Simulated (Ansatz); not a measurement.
# C: the cost of one run

Computed with the Python package of Ansatz 0.2.0. Level of theory: DFT r2SCAN+D3(BJ) with three-body term, plane waves, norm-conserving potentials.

### 1 The system

Symmetry: P-3m1, No. 164, trigonal system. The conventional cell has a = 2.456 Å, b = 2.456 Å, c = 24.134 Å, α = 90.00°, β = 90.00°, γ = 120.00°. Around C (site symmetry 3m) lie 3 C at 1.42 Å.

Input file POSCAR:

```text
C
1.0
   2.45622751    0.00000000    0.00000000
  -1.22811375    2.12715542    0.00000000
   0.00000000    0.00000000   24.13396017
C
4
Direct
   0.00000000    0.00000000    0.57046877
   0.00000000    0.00000000    0.42953123
   0.33333333    0.66666667    0.42952456
   0.66666667    0.33333333    0.57047544
```

### 2 The script

phonons.py

```python
# -*- coding: utf-8 -*-
from pathlib import Path
import logging
import sys

import ansatz as az
from ase.io import read
import numpy as np

logging.basicConfig(stream=sys.stdout, format="%(name)s: %(message)s")
logger = logging.getLogger("ansatz_job")
logger.setLevel(logging.INFO)

atoms = read("POSCAR", format="vasp")
cell = az.Crystal.from_ase(atoms)

calculation = (
    cell.calculation()
    .functional("r2scan", dispersion="d3bjatm")
    .pseudopotentials("nc")
    .occupations("Methfessel-Paxton", width=0.2)
    .initial_density(normalization="atom")
    .scf(max_iterations=200, lower_state_search="standard")
    .kpoints(15, 15, 2)
    .phonons("fd", supercell=1, amplitude=0.03)
)
result = calculation.run(runs_dir="phonon_runs")
folder = Path(result.output_folder) / "results"
ph = result.phonons

for mode, w in enumerate(ph.gamma_omega_inv_cm, start=1):
    logger.info(f"Gamma mode {mode:2d}: {w:8.1f} 1/cm  {w / 33.35641:7.3f} THz")
logger.info(f"{ph.n_members} displaced supercells, sum-rule residual {ph.asr_residual_pre_ev_ang2:.1e} eV/A^2")
optical = np.sort(ph.gamma_omega_inv_cm)
print("imaginary modes at Gamma:", int((optical < -10).sum()), "- highest mode", round(float(optical[-1]), 1), "1/cm")
```

### 3 The run

Launch:

```sh
python phonons.py
```

Q: Estimate wall time and peak memory on 1 thread of Intel Xeon 6975P-C (Granite Rapids), shared host.

About 6.8 min, with a peak of 2.7 GiB.
